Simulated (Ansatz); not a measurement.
**AlBF2GeH4: one species, many methods**

The task here is to estimate one member of a computed series from the others.

Method: functionals in def2-TZVPP, the program's frozen cores in correlated methods; program: Ansatz 0.2.0, Gaussian basis.

Levels to be run: LDA (SPW92), PBE-D4, revPBE-D4, BLYP-D4, r2SCAN-D4, B97M-V, PBE0-D4, B3LYP-D4, r2SCANh-D4, r2SCAN0-D4, HSE06-D4, BHLYP-D4, CAM-B3LYP-D4, LC-ωPBE, ωB97X-V, ωB97M-V, B2PLYP, PBE-QIDH; CCSD(T)/def2-SVP; CCSD(T)/def2-TZVPP; MP2/def2-QZVPP; extrapolation to the limit; RPA on PBE.

## The geometry

The geometry comes from an earlier relaxation with PBE0-D4 in a triple-zeta def2 set; it is a stationary point, not always the lowest conformer.

9 atoms, charge 0, spin multiplicity 1.

Atoms are counted from 1 here; the program's logs count them from 0.

Bond lengths: B1–Ge2 2.069 Å, B1–H6 1.193 Å, B1–H7 1.193 Å, Ge2–F3 1.754 Å, Ge2–F4 1.754 Å, Ge2–Al5 2.522 Å, Al5–H8 1.585 Å, Al5–H9 1.581 Å. Angles: Ge2–B1–H6 120.0°, Ge2–B1–H7 119.9°, H6–B1–H7 119.9°, B1–Ge2–F3 107.5°, B1–Ge2–F4 107.7°, B1–Ge2–Al5 126.3°, F3–Ge2–F4 102.3°, F3–Ge2–Al5 105.6°, F4–Ge2–Al5 105.0°, Ge2–Al5–H8 119.8°, Ge2–Al5–H9 118.0°, H8–Al5–H9 122.2°.

Set-up of the first run:

The input, in.yaml:

```yaml
crystal:
  periodic: [false, false, false]
  atoms:
    - {symbol: B, position_ang: [-0.253618, 1.117149, -1.705545]}
    - {symbol: Ge, position_ang: [0.581152, -0.064941, -0.226602]}
    - {symbol: F, position_ang: [2.027890, 0.746143, 0.343434]}
    - {symbol: F, position_ang: [1.235032, -1.498900, -0.997196]}
    - {symbol: Al, position_ang: [-0.583683, -0.911956, 1.843818]}
    - {symbol: H, position_ang: [-0.821727, 0.611642, -2.624380]}
    - {symbol: H, position_ang: [-0.237783, 2.305023, -1.597937]}
    - {symbol: H, position_ang: [-2.123727, -0.605065, 2.061870]}
    - {symbol: H, position_ang: [0.264863, -1.745395, 2.885537]}
basis:
  gaussian: {orbitals: def2-TZVPP}
hamiltonian: {xc: lda}
output: {orbitals: {seedname: orbitals}}
```

Among the steps run: LDA; PBE-D4 (GGA); revPBE-D4 (GGA); BLYP-D4 (GGA); r2SCAN-D4 (meta-GGA); B97M-V (meta-GGA); PBE0-D4 (hybrid); B3LYP-D4 (hybrid); r2SCANh-D4 (hybrid); r2SCAN0-D4 (hybrid); HSE06-D4 (hybrid); BHLYP-D4 (hybrid); CAM-B3LYP-D4 (range-separated); LC-ωPBE (range-separated); ωB97X-V (range-separated); ωB97M-V (range-separated); B2PLYP (double hybrid); PBE-QIDH (double hybrid).

One of the session's tables, all rows but one given; the rest of the session is left out.

It belongs to the step «Frontier levels by functional». 

| functional | HOMO (eV) | LUMO (eV) | gap (eV) |
| --- | --- | --- | --- |
| LDA (SPW92) | -6.51 | -4.30 | 2.22 |
| PBE-D4 | -6.38 | -3.99 | 2.39 |
| revPBE-D4 | -6.32 | -3.86 | 2.46 |
| BLYP-D4 | -6.25 | -3.81 | 2.44 |
| r2SCAN-D4 | -6.64 | -3.67 | 2.97 |
| B97M-V | -6.75 | -3.79 | 2.96 |
| PBE0-D4 | -7.54 | -3.03 | 4.51 |
| B3LYP-D4 | -7.34 | -3.23 | 4.11 |
| r2SCANh-D4 | -7.07 | -3.34 | 3.73 |
| r2SCAN0-D4 | -7.70 | -2.85 | 4.85 |
| HSE06-D4 | -7.15 | -3.41 | 3.74 |
| BHLYP-D4 | -8.59 | -2.00 | 6.59 |
| CAM-B3LYP-D4 | -8.79 | -1.92 | 6.87 |
| LC-ωPBE | -10.05 | -0.71 | 9.34 |
| ωB97X-V | -9.73 | -0.83 | 8.90 |
| ωB97M-V | ? | ? | ? |

**Question.** Estimate the row for ωB97M-V.

As computed: HOMO (eV): -9.52; LUMO (eV): -1.08; gap (eV): 8.44. In the column «HOMO (eV)» it lies between ωB97X-V (-9.73) and CAM-B3LYP-D4 (-8.79).
